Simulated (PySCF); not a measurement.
# Cr, Cr⁺, Cr²⁺, Cr⁻: ionisation energies and electron affinity in ANO-RCC-VTZP

Wanted: the ionisation energy and electron affinity of chromium, up a ladder of methods.

Program: PySCF 2.14.0. Level of theory: unrestricted determinants in a Gaussian basis, no spin-orbit coupling in the energies. These are calculated values, not measurements, unless marked.

## Step 1: The atom as given

| Property | Result |
| --- | --- |
| Element | chromium (Z = 24) |
| Basis | ANO-RCC-VTZP (6s5p3d2f1g, 59 functions) |
| Hamiltonian | scalar relativity by spin-free X2C-1e |
| State 1 | Cr: [Ar] 3d5 4s1, high-spin 7S determinant |
| State 2 | Cr⁺: [Ar] 3d5, high-spin 6S determinant |
| State 3 | Cr²⁺: [Ar] 3d4, high-spin 5D determinant |
| State 4 | Cr⁻: [Ar] 3d5 4s2, high-spin 6S determinant |
| Methods | CCSD(T) |
| Core shells frozen in the correlated runs | valence: [Ar] (for Cr) |

The outer shells:

Cr [Ar] 3d5 4s1
```
[Ar] core
3d [↑ ][↑ ][↑ ][↑ ][↑ ]
4s [↑ ]
```

Cr+ [Ar] 3d5
```
[Ar] core
3d [↑ ][↑ ][↑ ][↑ ][↑ ]
```

Cr2+ [Ar] 3d4
```
[Ar] core
3d [↑ ][↑ ][↑ ][↑ ][  ]
```

Cr- [Ar] 3d5 4s2
```
[Ar] core
3d [↑ ][↑ ][↑ ][↑ ][↑ ]
4s [↑↓]
```

The runs were made by one driver on top of PySCF. The scripts below sum up each run's settings (the driver also hands on starting orbitals that pick excited configurations, and frozen orbitals as a list rather than a count), and the logs come from the driver's own runs. The driver starts from symmetry-adapted Hartree-Fock orbitals, holds the occupation by maximum overlap and uses a logarithmic radial grid for functionals, so a plain start would take other cycles.

The integrals over 59 functions and the set-up took 5.5 s of CPU time.

## Step 2: Cr: CCSD(T) (valence)

#### CCSD(T) (valence)

input.py

```python
from pyscf import gto, scf, dft, mp, cc
import basis_set_exchange as bse
mol = gto.M(atom="Cr 0 0 0", charge=0, spin=6, symmetry="D2h",
            basis=gto.basis.parse(bse.get_basis("ANO-RCC-VTZP", elements=["Cr"], fmt="nwchem")),
            nucmod="G")
mf = scf.UHF(mol).sfx2c1e()
mf.irrep_nelec = {'Ag': (6, 3), 'B1g': (1, 0), 'B2g': (1, 0), 'B3g': (1, 0), 'B1u': (2, 2), 'B2u': (2, 2), 'B3u': (2, 2)}
mf.kernel()
mycc = cc.CCSD(mf, frozen=9).run()
mycc.ccsd_t()
```

## Step 3: Cr⁺: CCSD(T) (valence)

#### CCSD(T) (valence)

input.py

```python
from pyscf import gto, scf, dft, mp, cc
import basis_set_exchange as bse
mol = gto.M(atom="Cr 0 0 0", charge=1, spin=5, symmetry="D2h",
            basis=gto.basis.parse(bse.get_basis("ANO-RCC-VTZP", elements=["Cr"], fmt="nwchem")),
            nucmod="G")
mf = scf.UHF(mol).sfx2c1e()
mf.irrep_nelec = {'Ag': (5, 3), 'B1g': (1, 0), 'B2g': (1, 0), 'B3g': (1, 0), 'B1u': (2, 2), 'B2u': (2, 2), 'B3u': (2, 2)}
mf.kernel()
mycc = cc.CCSD(mf, frozen=9).run()
mycc.ccsd_t()
```

## Step 4: Cr²⁺, at CCSD(T) (valence)

#### CCSD(T) (valence)

input.py

```python
from pyscf import gto, scf, dft, mp, cc
import basis_set_exchange as bse
mol = gto.M(atom="Cr 0 0 0", charge=2, spin=4, symmetry="D2h",
            basis=gto.basis.parse(bse.get_basis("ANO-RCC-VTZP", elements=["Cr"], fmt="nwchem")),
            nucmod="G")
mf = scf.UHF(mol).sfx2c1e()
mf.irrep_nelec = {'Ag': (4, 3), 'B1g': (1, 0), 'B2g': (1, 0), 'B3g': (1, 0), 'B1u': (2, 2), 'B2u': (2, 2), 'B3u': (2, 2)}
mf.kernel()
mycc = cc.CCSD(mf, frozen=9).run()
mycc.ccsd_t()
```

## Step 5: Cr⁻: CCSD(T) (valence)

#### CCSD(T) (valence)

input.py

```python
from pyscf import gto, scf, dft, mp, cc
import basis_set_exchange as bse
mol = gto.M(atom="Cr 0 0 0", charge=-1, spin=5, symmetry="D2h",
            basis=gto.basis.parse(bse.get_basis("ANO-RCC-VTZP", elements=["Cr"], fmt="nwchem")),
            nucmod="G")
mf = scf.UHF(mol).sfx2c1e()
mf.irrep_nelec = {'Ag': (6, 4), 'B1g': (1, 0), 'B2g': (1, 0), 'B3g': (1, 0), 'B1u': (2, 2), 'B2u': (2, 2), 'B3u': (2, 2)}
mf.kernel()
mycc = cc.CCSD(mf, frozen=9).run()
mycc.ccsd_t()
```

Q: Predict the outcome of this session.

The runs gave:

```
              quantity                                                      value
 ionisation energy, Cr     UHF 6.025, CCSD(T) (valence) 6.537 eV; reference 6.767
ionisation energy, Cr⁺  UHF 15.028, CCSD(T) (valence) 16.075 eV; reference 16.486
 electron affinity, Cr    UHF -0.928, CCSD(T) (valence) 0.247 eV; reference 0.666
```

Each level's miss (mean over 3 differences):

| method | mean absolute miss against the measured values (with the measured fine structure taken into account where it is known) (eV) |
| --- | --- |
| UHF | 1.282 |
| MP2 (valence) | 0.539 |
| SCS-MP2 (valence) | 0.803 |
| CCSD (valence) | 0.432 |
| CCSD(T) (valence) | 0.371 |

In words: Against experiment CCSD(T) (valence) comes closest (mean absolute error over 3 measured values 0.37 eV) and UHF is farthest (1.28 eV). Hartree-Fock falls short because the species with more electrons holds more correlation energy, which it lacks. The basis is finite, and no extrapolation was made.
